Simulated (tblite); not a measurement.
# C3H11GeOSi: the cost of one run

Programs: tblite 0.8.0 and PySCF 2.14.0, with density-fitted response routines of our own. Each step states its level of theory. These are calculated values for one molecule in the gas phase, unless marked as measured. Atoms are numbered from 0 throughout.

### 1 Starting geometry

17 atoms, charge 0, multiplicity 2; geometry from: force field or distance geometry start.

Bonds of the start (Å): C0–C1 1.52, C1–C2 1.52, C2–Ge3 1.92, Ge3–O4 1.77, O4–Si5 1.71, C0–H6 1.13, C0–H7 1.10, C0–H8 1.12, C1–H9 1.10, C2–H10 1.13, C2–H11 1.12, Ge3–H12 1.57, Ge3–H13 1.54, Si5–H14 1.48, Si5–H15 1.49, Si5–H16 1.47.

### 2 Optimising the geometry with GFN2-xTB

The job: settings as JSON, then the geometry in Å.

```
{"job": {"kind": "relax", "xc": "GFN2-xTB", "basis": "xTB"}, "charge": 0, "multiplicity": 2}
C     -2.674800    -0.211200     0.994900
C     -1.750200     0.830400     0.397400
C     -0.916000     0.147200    -0.667400
Ge     0.724100    -0.614600    -0.009800
O      2.171100     0.073300    -0.770300
Si     3.331900     0.400500     0.440000
H     -3.600700     0.274200     1.423300
H     -2.141300    -0.789000     1.768600
H     -2.976400    -0.883200     0.156300
H     -2.386800     1.616600    -0.036700
H     -0.739500     0.888600    -1.497200
H     -1.546200    -0.651800    -1.129800
H      0.641600    -2.144800    -0.349500
H      0.875000    -0.519600     1.523800
H      3.165100     1.826000     0.812500
H      4.705200     0.163400    -0.074700
H      3.111200    -0.393900     1.658000
```

On the command line:

```bash
> OMP_NUM_THREADS=1 python probes_run.py task.json out
```

The driver reads the jobs from task.json and runs them one after another.

**Question.** How long does this first job take on 1 thread of Arm Neoverse V2, shared host?

About 1.3 s.
